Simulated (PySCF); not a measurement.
**A diatomic session: TlZn−**

The task here is to estimate one member of a computed series from the others.

The runs use PySCF 2.14.0; Tl def2-SVPD with ECP60, Zn def2-SVPD, scalar-relativistic core potentials.

6 further runs of the same task are left out: 1 that didn't finish, 5 set aside as unsound or not needed.

Set-up of the first run:

Settings of the job:

- atoms: Tl, Zn
- charge: -1
- basis: Tl def2-SVPD with ECP60, Zn def2-SVPD
- Hamiltonian: scalar-relativistic core potentials
- basis functions: 66
- electrons treated: 52
- masses in u: 204.9744, 63.9291
- levels: PBE0, PBE, r²SCAN, BP86, revPBE
- grid: 80 radial by 434 angular points
- occupations: held fixed by the projection of orbital angular momentum
- dissociation limit: Tl− + Zn, each in its ground configuration
- starting distance in angstrom: 2.720
- values of 2S to try: 0, 2

Command:

```bash
> OMP_NUM_THREADS=1 python dia.py task.json out
```

Steps of the session up to this table: Set-up; First curve: PBE0; PBE; r²SCAN; BP86 (GGA); revPBE (GGA).

One of the session's tables, all rows but one given; the rest of the session is left out.

Energy (eV) from each level's lowest point:

| R (Å) | PBE | revPBE | BP86 | r²SCAN | PBE0 |
| --- | --- | --- | --- | --- | --- |
| 2.345 | 0.362 | 0.417 | 0.358 | 0.279 | 0.372 |
| 2.454 | 0.145 | 0.182 | 0.142 | 0.094 | 0.153 |
| 2.563 | ? | ? | ? | ? | ? |
| 2.645 | 0.004 | 0.015 | 0.004 | 0.000 | 0.007 |
| 2.727 | 0.000 | 0.000 | 0.000 | 0.012 | 0.000 |
| 2.809 | 0.015 | 0.006 | 0.015 | 0.042 | 0.013 |
| 2.918 | 0.056 | 0.035 | 0.056 | 0.100 | 0.050 |
| 3.054 | 0.126 | 0.092 | 0.125 | 0.188 | 0.115 |
| 3.218 | 0.221 | 0.173 | 0.219 | 0.301 | 0.204 |
| 3.436 | 0.347 | 0.283 | 0.343 | 0.444 | 0.324 |

Estimate the missing values for R (Å) = 2.563.

Worked estimate for «PBE». A straight line through the neighbours (2.454, 0.145) and (2.645, 0.004) gives 0.145 + (0.004 − 0.145) × (2.563 − 2.454) / (2.645 − 2.454) = 0.065; a parabola fitted to 4 rows on both sides gives 0.031.

**Answer.** PBE: 0.037; revPBE: 0.058; BP86: 0.036; r²SCAN: 0.014; PBE0: 0.042. In «PBE» the line misses by +0.028 and the parabola by -0.006.
